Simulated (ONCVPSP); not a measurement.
**Erbium: generating and testing an ONCV potential**

Task: generate the file, and judge it by its errors in other configurations, its logarithmic derivatives, its ghosts and its cutoff.

The numbers are computed with ONCVPSP 4.0.1 (PBE, scalar-relativistic, spin-unpolarised reference atom).

## Step 1: The design

The settings as typed:

```json
{
 "element": "erbium (Er, Z = 68)",
 "type": "optimised norm-conserving Vanderbilt (ONCV)",
 "frozen core": "[Kr] 4d10 5s2",
 "valence charge": "20",
 "reference configuration": "4f12 5p6 5d0.5 6s1.5",
 "partial waves": "6s: rc 2.55 bohr, ncon 3, nbas 8, qcut 2.5 1/bohr, 2 projectors, debl 3.6 Ha; 5p: rc 2.05 bohr, ncon 3, nbas 7, qcut 7.2 1/bohr, 2 projectors, debl 0.3 Ha; 5d: rc 4.00 bohr, ncon 4, nbas 9, qcut 3.4 1/bohr, 2 projectors, debl 3 Ha; 4f: rc 1.25 bohr, ncon 4, nbas 9, qcut 12.1 1/bohr, 2 projectors, debl 1.8 Ha",
 "local potential": "polynomial inside 1.10 bohr (lpopt 5, dvloc0 0 Ha)",
 "core correction": "not asked for"
}
```

The nodes and maxima of the atom's own shells, from an earlier all-electron run, set the scale for the radii.

All-electron outer shells of the reference configuration (PBE, scalar-relativistic, ld1.x):

| shell | level (eV) | outermost node (bohr) | outermost maximum (bohr) |
| --- | --- | --- | --- |
| 5s | -51.52 | 0.60 | 1.11 |
| 5p | -26.08 | 0.65 | 1.28 |
| 6s | -3.77 | 1.52 | 3.38 |
| 4f | -2.84 | – | 0.51 |
| 6p | -1.15 | 1.87 | 4.86 |
| 5d | -0.81 | 0.73 | 2.16 |

## Step 2: The generation run

File Er.dat:

```
# ATOM AND REFERENCE CONFIGURATION
# atsym  z   nc   nv     iexc    psfile
  Er 68.00   10    4        4      upf
#
#   n    l    f
    1    0    2.00
    2    0    2.00
    2    1    6.00
    3    0    2.00
    3    1    6.00
    3    2   10.00
    4    0    2.00
    4    1    6.00
    4    2   10.00
    5    0    2.00
    4    3   12.00
    5    1    6.00
    5    2    0.50
    6    0    1.50
#
# PSEUDOPOTENTIAL AND OPTIMIZATION
# lmax
    3
#
#   l,   rc,      ep,       ncon, nbas, qcut
    0    2.55    0.00    3    8    2.50
    1    2.05    0.00    3    7    7.20
    2    4.00    0.00    4    9    3.40
    3    1.25    0.00    4    9   12.10
#
# LOCAL POTENTIAL
# lloc, lpopt,  rc(5),   dvloc0
    4    5    1.10    0.00
#
# VANDERBILT-KLEINMAN-BYLANDER PROJECTORs
# l, nproj, debl
    0    2    3.60
    1    2    0.30
    2    2    3.00
    3    2    1.80
#
# MODEL CORE CHARGE
# icmod, fcfact, rcfact
    0    0.00    0.00
#
# LOG DERIVATIVE ANALYSIS
# epsh1, epsh2, depsh
   -2.00    5.00    0.02
#
# OUTPUT GRID
# rlmax, drl
    6.00    0.01
#
# TEST CONFIGURATIONS
# ncnf
    4
# nvcnf
#   n    l    f
    4
    4    3   12.00
    5    1    6.00
    5    2    0.00
    6    0    2.00
#
    4
    4    3   12.00
    5    1    6.00
    5    2    0.00
    6    0    1.00
#
    4
    4    3   12.00
    5    1    6.00
    5    2    0.00
    6    0    0.00
#
    4
    4    3   12.00
    5    1    6.00
    5    2    0.00
    6    0    1.50
#
```

Launch:

```
oncvpsp.x < Er.dat > Er.out
```

**Question.** What will these runs give? Wanted: cutoffs for 1 and 0.1 mHa per electron, occupied waves; bound ghosts; GHOST(+) flags; largest phase difference near zero energy, channels read; projector energies reset by the program.

The runs gave:

```
                                                quantity                                 value
  cutoffs for 1 and 0.1 mHa per electron, occupied waves                      71 Ha and 222 Ha
                                            bound ghosts                       s at -167.25 eV
                                          GHOST(+) flags  s at 66 eV, p at 158 eV, d at 365 eV
largest phase difference near zero energy, channels read                             0.505 rad
                 projector energies reset by the program                   p: -0.958, 0.250 Ha
```

**Reading.** It has a bound ghost (s), a state that the atom doesn't have, and that rules the file out. By its cutoff, 71 Ha for the looser tolerance, it is very hard. The tighter tolerance needs 222 Ha, and converged work needs a cutoff nearer that. At the looser tolerance the 4f wave is the slowest; 5p needs 13 Ha. Near zero energy the largest phase difference among the channels read is 0.51 rad, in the d channel. The program also flags highly localised states, GHOST(+) (s, p, d). These are tests on the free atom; a crystal test is still owed.
